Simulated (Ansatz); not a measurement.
# C₂H₈OSi₂: basis-set convergence

One table from this session's results is given with a row withheld; the runs are named, their logs left out.

Computed with Ansatz 0.2.0, Gaussian basis. Level: one geometry, several basis sets.

Plan: PBE0-D4/def2-SVP; ωB97M-V/def2-SVP; PBE0-D4/def2-QZVPP; ωB97M-V/def2-QZVPP; the functionals' def2-TZVPP values are taken from earlier runs.

## The geometry

An earlier PBE0-D4 in a triple-zeta def2 set relaxation fixed the geometry.

13 atoms, charge 0, spin multiplicity 1.

Atoms are counted from 1 here; the program's logs count them from 0.

Bond lengths: O1–Si2 1.648 Å, O1–H6 0.958 Å, Si2–C3 1.862 Å, Si2–H7 1.483 Å, Si2–H8 1.491 Å, C3–C4 1.338 Å, C3–H9 1.092 Å, C4–Si5 1.863 Å, C4–H10 1.092 Å, Si5–H11 1.489 Å, Si5–H12 1.488 Å, Si5–H13 1.487 Å. Angles: Si2–O1–H6 117.5°, O1–Si2–C3 111.1°, O1–Si2–H7 106.1°, O1–Si2–H8 111.1°, C3–Si2–H7 110.7°, C3–Si2–H8 108.7°, H7–Si2–H8 109.2°, Si2–C3–C4 123.1°, Si2–C3–H9 118.4°, C4–C3–H9 118.5°, C3–C4–Si5 123.8°, C3–C4–H10 117.9°, Si5–C4–H10 118.3°, C4–Si5–H11 110.6°, C4–Si5–H12 110.7°, C4–Si5–H13 108.9°, H11–Si5–H12 107.6°, H11–Si5–H13 109.4° and more.

The first run:

in.yaml

```yaml
crystal:
  periodic: [false, false, false]
  atoms:
    - {symbol: O, position_ang: [-2.380510, -0.692497, 1.154206]}
    - {symbol: Si, position_ang: [-2.093777, 0.307498, -0.124146]}
    - {symbol: C, position_ang: [-0.271412, 0.427299, -0.486247]}
    - {symbol: C, position_ang: [0.664604, -0.137990, 0.284281]}
    - {symbol: Si, position_ang: [2.492431, -0.035169, -0.059998]}
    - {symbol: H, position_ang: [-2.322394, -1.635895, 0.999712]}
    - {symbol: H, position_ang: [-2.639020, 1.632458, 0.260122]}
    - {symbol: H, position_ang: [-2.794464, -0.173180, -1.349509]}
    - {symbol: H, position_ang: [0.047204, 0.982791, -1.370752]}
    - {symbol: H, position_ang: [0.334875, -0.684680, 1.169692]}
    - {symbol: H, position_ang: [3.072829, -1.396201, -0.224082]}
    - {symbol: H, position_ang: [3.204733, 0.624366, 1.067980]}
    - {symbol: H, position_ang: [2.705402, 0.746399, -1.306457]}
basis:
  gaussian: {orbitals: def2-SVP}
hamiltonian: {xc: pbe0, dispersion: d4}
output: {orbitals: {seedname: orbitals}}
```

Steps of the session up to this table: PBE0-D4 in def2-SVP; ωB97M-V in def2-SVP; PBE0-D4 in def2-QZVPP; ωB97M-V in def2-QZVPP.

One table of the session follows, with a row left open; its other results are not shown here.

It belongs to the step «Functionals by basis». 

| functional | basis | HOMO (eV) |
| --- | --- | --- |
| PBE0-D4 | def2-SVP | -7.97 |
| PBE0-D4 | def2-TZVPP | -8.02 |
| PBE0-D4 | def2-QZVPP | -8.03 |
| ωB97M-V | def2-SVP | ? |
| ωB97M-V | def2-TZVPP | -10.20 |
| ωB97M-V | def2-QZVPP | -10.22 |

Q: Estimate the row for ωB97M-V, def2-SVP from the others.

**Answer.** HOMO (eV): -10.12. In the column «HOMO (eV)» it lies between ωB97M-V, def2-TZVPP (-10.20) and PBE0-D4, def2-QZVPP (-8.03).
